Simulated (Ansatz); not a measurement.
# r2SCAN/aug-cc-pVTZ run of SiH2 (SMILES [SiH2])

What is the electronic atomisation energy of SiH2 at r2SCAN/aug-cc-pVTZ? 

The results are computed with Ansatz 0.2.0.

32 further runs of the same task are left out: 32 set aside as unsound or not needed.

## (1) The molecule

SiH2 has 3 atoms, charge 0, and is taken as a singlet. As SMILES, `[SiH2]`. The coordinates come from a PBE0-D4/def2-TZVP relaxation.

Bond lengths: Si1–H2 1.525 Å, Si1–H3 1.525 Å. Angles: H2–Si1–H3 91.2°.

## (2) The energy at r2SCAN/aug-cc-pVTZ

run.yaml

```yaml
basis:
  gaussian:
    orbitals: aug-cc-pVTZ
crystal:
  periodic: [false, false, false]
  atoms:
    - symbol: Si
      position_ang: [-0.491200, 0.468600, -0.213600]
    - symbol: H
      position_ang: [0.840300, 0.578600, 0.522500]
    - symbol: H
      position_ang: [-0.349100, -1.047200, -0.308900]
magnetization:
  spin_polarized: false
hamiltonian:
  xc: r2scan
accuracy: high
output:
  orbitals: {seedname: orbitals}
```

Launch:

```console
$ ansatz run run.yaml --threads 1 --pin off --max-ram 3480MiB --events-out events.jsonl --progress --plain --runs-dir runs
```

The log of the run:

```text
Warning: RAYON_NUM_THREADS=1 ignored (pool sized by the plan → 1); use --threads N
Functional definition: r2SCAN
  name "r2SCAN"
  parameter k0 = 0.174
  parameter k1 = 0.065
  parameter a1 = 4.9479
  exchange = r2scan_x(k0 = k0, k1 = k1, a1 = a1)
  correlation = r2scan_c
1418 factors; integrals over basis functions are off by at most 3.9e-9 eV
mean field evaluation 1: about -7906.5788 eV, gradient 1.2e1 eV
mean field evaluation 2: about -7906.9499 eV, gradient 6.7e0 eV
mean field evaluation 4: about -7907.1567 eV, gradient 3.1e-1 eV
mean field evaluation 8: about -7907.1556 eV, gradient 3.2e-3 eV
mean field evaluation 16: about -7907.1556 eV, gradient 1.1e-6 eV
mean field -7907.15558006 eV, -290.5826079048 hartree, gradient 2.0e-8 eV, S^2 0.000000; 0 other end points of the search recorded, 0 dependent functions left out
reference -7907.15558174 eV, -290.5826079665 hartree; 8, 8 occupied and 88, 88 virtual orbitals, 1418 factors
Total energy: -7907.15558174 eV, -290.5826079665 hartree
```

Wall time 5.7 s (1 thread of Arm Neoverse V1, shared host); peak memory 0.2 GiB.

## (3) The H atom

in.yaml

```yaml
crystal:
  periodic: [false, false, false]
  atoms:
    - {symbol: H, position_ang: [0.000000, 0.000000, 0.000000]}
basis:
  gaussian: {orbitals: aug-cc-pVTZ}
magnetization: {spin_polarized: true, initial_magnetization: 1}
hamiltonian: {xc: {name: r2SCAN}}
accuracy: high
```

Launch:

```console
$ ansatz run in.yaml --threads 1 --pin off --max-ram 3480MiB --events-out events.jsonl --progress --plain --runs-dir runs
```

The log of the run:

```text
Warning: RAYON_NUM_THREADS=1 ignored (pool sized by the plan → 1); use --threads N
Functional definition: r2SCAN
  name "r2SCAN"
  parameter k0 = 0.174
  parameter k1 = 0.065
  parameter a1 = 4.9479
  exchange = r2scan_x(k0 = k0, k1 = k1, a1 = a1)
  correlation = r2scan_c
183 factors; integrals over basis functions are off by at most 1.9e-9 eV
mean field evaluation 1: about -13.6051 eV, gradient 2.5e-1 eV
mean field evaluation 2: about -13.6050 eV, gradient 2.5e-1 eV
mean field evaluation 4: about -13.6056 eV, gradient 5.1e-3 eV
mean field evaluation 8: about -13.6056 eV, gradient 3.7e-6 eV
mean field -13.60562573 eV, -0.4999975235 hartree, gradient 9.3e-8 eV, S^2 0.750000; 0 other end points of the search recorded, 0 dependent functions left out
reference -13.60562930 eV, -0.4999976545 hartree; 1, 0 occupied and 22, 23 virtual orbitals, 183 factors
Total energy: -13.60562930 eV, -0.4999976545 hartree
```

Run time: 0.56 s. Hardware: 1 thread of Arm Neoverse V1, shared host.

## (4) The Si atom at the same level

run.yaml

```yaml
crystal:
  periodic: [false, false, false]
  atoms:
    - {symbol: Si, position_ang: [0.000000, 0.000000, 0.000000]}
basis:
  gaussian: {orbitals: aug-cc-pVTZ}
magnetization: {spin_polarized: true, initial_magnetization: 2}
hamiltonian: {xc: r2scan}
accuracy: high
```

Run the same way, it converges to -289.34647 Eh (log not shown).

## (5) Summary of results

Level: r2SCAN/aug-cc-pVTZ.

| quantity | value |
| --- | --- |
| molecule: total energy | -290.58261 Eh |
| molecule: HOMO energy | -6.05 eV |
| molecule: LUMO energy | -3.85 eV |
| molecule: HOMO–LUMO gap | 2.20 eV |
| H atom: total energy | -0.50000 Eh |
| H atom: ⟨S²⟩ | 0.750 |
| Si atom: total energy | -289.34647 Eh |
| Si atom: ⟨S²⟩ | 2.010 |
| electronic atomisation energy | 6.426 eV |

Taking the molecule apart into free atoms costs 6.43 eV (620 kJ/mol), before zero-point energy and without spin-orbit coupling.
